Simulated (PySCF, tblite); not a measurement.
# C₆H₇O₃P: geometry, infrared bands and NMR shifts

What infrared bands and NMR shifts should C₆H₇O₃P (`C=C[P@](=O)(O)c1ccoc1`) show?

Programs: tblite 0.8.0 and PySCF 2.14.0, with density-fitted response routines of our own. Each step states its level of theory. These are calculated values for one molecule in the gas phase, unless marked as measured. Atoms count from 0, in the outputs and in this text.

### 1 The starting structure

17 atoms, charge 0, multiplicity 1; geometry from: force field or distance geometry start.

Bonds of the start (Å): C0–C1 1.33, C1–P2 1.74, P2–O3 1.51, P2–O4 1.61, P2–C5 1.78, C5–C6 1.41, C6–C7 1.38, C7–O8 1.36, O8–C9 1.36, C9–C5 1.37, C0–H10 1.09, C0–H11 1.08, C1–H12 1.10, O4–H13 0.99, C6–H14 1.08, C7–H15 1.08, C9–H16 1.09.

### 2 Geometry optimisation with GFN2-xTB

What the job is given:

```
{"job": {"kind": "relax", "xc": "GFN2-xTB", "basis": "xTB"}, "charge": 0, "multiplicity": 1}
C     -2.660500     1.349800    -0.003900
C     -1.946300     0.285000     0.332600
P     -0.795600    -0.521000    -0.697000
O     -0.616100    -0.241300    -2.171300
O     -1.017400    -2.101900    -0.461400
C      0.802600    -0.139500    -0.011400
C      1.424500    -0.748100     1.103700
C      2.645200    -0.119200     1.261000
O      2.807900     0.826900     0.303800
C      1.678900     0.813100    -0.462300
H     -3.371500     1.803400     0.691000
H     -2.583400     1.790300    -0.991000
H     -2.075800    -0.127400     1.348300
H     -0.447700    -2.612800    -1.082900
H      1.030100    -1.538600     1.728200
H      3.456800    -0.230600     1.965100
H      1.661500     1.523900    -1.282400
```

The run is started by

```sh
OMP_NUM_THREADS=1 python probes_run.py task.json out
```

One launch serves the whole session: the jobs run in the order shown.

**Question.** This job is followed by: GFN2-xTB harmonic vibrations, gas phase; GIAO PBE0/pcSseg-1 NMR shielding, non-relativistic, gas phase. What will the session give for the following? strongest single infrared mode (GFN2-xTB); zero-point energy (GFN2-xTB); ¹³C shifts against TMS (PBE0/pcSseg-1); ¹H shifts against TMS (PBE0/pcSseg-1); ³¹P shifts against H3PO4 (PBE0/pcSseg-1); ¹⁷O shifts against H2O (PBE0/pcSseg-1).

**Answer**, as computed:

```
                                 quantity                                         value
strongest single infrared mode (GFN2-xTB)                          799 cm⁻¹, 279 km/mol
             zero-point energy (GFN2-xTB)                                 74.4 kcal/mol
   ¹³C shifts against TMS (PBE0/pcSseg-1)  153.3, 148.5, 141.2, 139.0, 126.9, 117.4 ppm
    ¹H shifts against TMS (PBE0/pcSseg-1)  7.86, 7.57, 6.82, 6.74, 6.59, 6.42, 2.83 ppm
 ³¹P shifts against H3PO4 (PBE0/pcSseg-1)                                      12.9 ppm
   ¹⁷O shifts against H2O (PBE0/pcSseg-1)                       308.7, 119.8, 117.6 ppm
```

**Reading.** Relaxing lowered the energy by 0.428 eV in 116 steps; the close pair that moved most is C1–P2, from 1.742 to 1.813 Å. All 45 modes are real, so the xTB geometry is a minimum. The strongest single mode, at 799 cm⁻¹, moves mainly O4 and P2. GFN2-xTB is a fitted tight-binding method: band positions and strengths are rough. Its intensities can rank the bands wrongly. At PBE0/pcSseg-1: The widest tensor belongs to O8: span 389 ppm, with a paramagnetic part of -371 ppm. NICS(1)zz of -27 ppm above the planar ring from C5 marks a diatropic (aromatic) ring current.
